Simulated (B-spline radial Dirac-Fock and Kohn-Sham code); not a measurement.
# An X-ray data sheet for Tb, step by step

Wanted for the free terbium atom: its X-ray form factor and Compton profile and the binding energy of each subshell.

The numbers are computed with B-spline radial Dirac-Fock and Kohn-Sham code (version 2): a free atom or ion on a radial basis; each step names its model.

## (1) The atom as given

The Tb atom in the configuration [Xe] 4f9 6s2.

* nuclear charge: 65
* electrons: 65
* mass number: 159
* nuclear rms radius: 5.06 fm

## (2) Form factor and Compton profile

Model: Dirac-Fock average of configuration, finite nucleus; form factor of the spherical density, Waller-Hartree incoherent function, impulse-approximation Compton profiles.

Settings, as recorded:

```ini
task = scatter
Z = 65
charge = 0
configuration = 1s2 2s2 2p6 3s2 3p6 3d10 4s2 4p6 4d10 4f9 5s2 5p6 6s2
mass_number = 159
rms_radius = 5.06  # fm
s = [0.0, 0.05, 0.1, 0.15, 0.2, 0.25, 0.3, 0.35, 0.4, 0.45, 0.5, 0.6, 0.7, 0.8, 0.9, 1.0, 1.1, 1.2, 1.4, 1.6, 1.8, 2.0, 2.5, 3.0, 3.5, 4.0, 5.0, 6.0]  # 1/A
pz = [0, 0.1, 0.2, 0.3, 0.4, 0.5, 0.6, 0.8, 1.0, 1.2, 1.4, 1.6, 1.8, 2.0, 2.5, 3.0, 4.0, 5.0, 7.0, 10.0, 15.0, 20.0, 30.0, 40.0, 60.0, 100.0]  # a.u.
photon_energy = [1000, 2000, 5000, 8047.8, 10000, 17479.3, 20000, 30000, 50000, 100000, 200000, 500000, 1000000]  # eV
```

## (3) Core and valence levels

Model: Dirac-Fock average of configuration, Delta-SCF, finite nucleus, first-order Breit with its frequency dependence, self-energy and vacuum polarisation.

Settings, as recorded:

```ini
task = binding
```

Q: Predict the outcome of this session. Wanted: rms radius of the electron cloud; form factor halves at; Compton profile at zero; deepest level listed, K; least bound, P1; Kα1.

The runs gave:

| quantity | value |
| --- | --- |
| rms radius of the electron cloud | 1.14 bohr |
| form factor halves at | 0.59 1/Å |
| Compton profile at zero | 11.99 1/a.u. |
| deepest level listed, K (1s) | 51996.5 eV |
| least bound, P1 (6s) | 4.86 eV |
| Kα1 | 44479.8 eV |
| ionisation energy, NIST (measured) | 5.86380 eV |

What this shows: f falls from 65 to half of that at s = 0.59 1/Å. Incoherent scattering outweighs coherent from 200 keV on, among the energies asked. Up to 2 1/Å f stays within 0.36 % of the table. For K (1s), relaxation takes off 81.3 eV, Breit terms shift it by -149.52 and QED by -77.46 eV. NIST's ionisation energy differs by +1.01 eV from the least binding energy; the calculation averages open shells over their j components and terms. Kα1 misses the table by -1.9 eV. The Hartree-Fock and Dirac-Fock values hold no electron correlation.
